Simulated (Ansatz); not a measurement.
# BClH5NSi2: one species, many methods

One table from this session's results is given with a row withheld; the runs are named, their logs left out.

Program: Ansatz 0.2.0, Gaussian basis. Level of theory: functionals in def2-TZVPP, the program's frozen cores in correlated methods. These are calculated values, not measurements.

Levels to be run: LDA (SPW92), PBE-D4, revPBE-D4, BLYP-D4, r2SCAN-D4, B97M-V, PBE0-D4, B3LYP-D4, r2SCANh-D4, r2SCAN0-D4, HSE06-D4, BHLYP-D4, CAM-B3LYP-D4, LC-ωPBE, ωB97X-V, ωB97M-V, B2PLYP, PBE-QIDH; CCSD(T)/def2-SVP; CCSD(T)/def2-TZVPP; MP2/def2-QZVPP; extrapolation to the limit; RPA on PBE.

**The relaxed structure**

An earlier PBE0-D4 in a triple-zeta def2 set relaxation fixed the geometry.

SMILES `BN1[SiH2][SiH]1Cl`, 10 atoms, charge 0, spin multiplicity 1.

Atoms are counted from 1 here; the program's logs count them from 0.

Bond lengths: B1–N2 1.407 Å, B1–H6 1.199 Å, B1–H7 1.200 Å, N2–Si3 1.775 Å, N2–Si4 1.745 Å, Si3–Si4 2.225 Å, Si3–H8 1.482 Å, Si3–H9 1.484 Å, Si4–Cl5 2.046 Å, Si4–H10 1.478 Å. Angles: N2–B1–H6 119.6°, N2–B1–H7 119.6°, H6–B1–H7 120.9°, B1–N2–Si3 140.1°, B1–N2–Si4 141.4°, Si3–N2–Si4 78.4°, N2–Si3–Si4 50.2°, N2–Si3–H8 115.2°, N2–Si3–H9 115.7°, Si4–Si3–H8 122.5°, Si4–Si3–H9 125.0°, H8–Si3–H9 111.4°, N2–Si4–Si3 51.4°, N2–Si4–Cl5 116.1°, N2–Si4–H10 116.3°, Si3–Si4–Cl5 123.5°, Si3–Si4–H10 127.8°, Cl5–Si4–H10 107.6°.

The first run:

File in.yaml:

```yaml
crystal:
  periodic: [false, false, false]
  atoms:
    - {symbol: B, position_ang: [-0.809861, 1.210494, 0.959766]}
    - {symbol: N, position_ang: [-0.135301, 0.225311, 0.215612]}
    - {symbol: Si, position_ang: [0.232219, -1.510210, 0.271465]}
    - {symbol: Si, position_ang: [0.846286, 0.028939, -1.213529]}
    - {symbol: Cl, position_ang: [-0.103192, 0.311546, -3.003322]}
    - {symbol: H, position_ang: [-0.834846, 2.341002, 0.560062]}
    - {symbol: H, position_ang: [-1.348905, 0.909444, 1.988787]}
    - {symbol: H, position_ang: [-0.926708, -2.408578, 0.053849]}
    - {symbol: H, position_ang: [1.055394, -1.957371, 1.421912]}
    - {symbol: H, position_ang: [2.108015, 0.798324, -1.251603]}
basis:
  gaussian: {orbitals: def2-TZVPP}
hamiltonian: {xc: lda}
output: {orbitals: {seedname: orbitals}}
```

Started as:

```console
> ansatz run in.yaml --threads 4 --pin off --events-out ev --progress --plain --max-ram 10444MiB
```

Steps of the session up to this table: LDA; PBE-D4 (GGA); revPBE-D4 (GGA); BLYP-D4 (GGA); r2SCAN-D4 (meta-GGA); B97M-V (meta-GGA); B3LYP-D4 (hybrid); r2SCANh-D4 (hybrid); r2SCAN0-D4 (hybrid); HSE06-D4 (hybrid); BHLYP-D4 (hybrid); CAM-B3LYP-D4 (range-separated); LC-ωPBE (range-separated); ωB97X-V (range-separated); ωB97M-V (range-separated); B2PLYP (double hybrid); PBE-QIDH (double hybrid).

One table of the session follows, with a row left open; its other results are not shown here.

It belongs to the step «Orbital energies across the functionals». 

| functional | HOMO (eV) | gap (eV) |
| --- | --- | --- |
| LDA (SPW92) | -6.56 | 4.17 |
| PBE-D4 | -6.44 | 4.30 |
| revPBE-D4 | -6.39 | 4.35 |
| BLYP-D4 | -6.29 | 4.36 |
| r2SCAN-D4 | -6.65 | 4.83 |
| B97M-V | -6.73 | 4.82 |
| PBE0-D4 | -7.50 | 6.30 |
| B3LYP-D4 | -7.30 | 5.95 |
| r2SCANh-D4 | -7.04 | 5.55 |
| r2SCAN0-D4 | ? | ? |
| HSE06-D4 | -7.11 | 5.53 |
| BHLYP-D4 | -8.45 | 8.33 |
| CAM-B3LYP-D4 | -8.75 | 8.68 |
| LC-ωPBE | -10.03 | 11.05 |
| ωB97X-V | -9.71 | 10.65 |
| ωB97M-V | -9.51 | 10.21 |

Q: Estimate the row for r2SCAN0-D4 from the others.

Worked estimate for «HOMO (eV)». Against the share of exact exchange, r2SCAN-D4 (0, -6.65), r2SCANh-D4 (0.1, -7.04) give a slope of -3.90 per unit share; at 0.25 the line stands at -7.62.

As computed: HOMO (eV): -7.63; gap (eV): 6.62. In «HOMO (eV)» the line misses by +0.01.
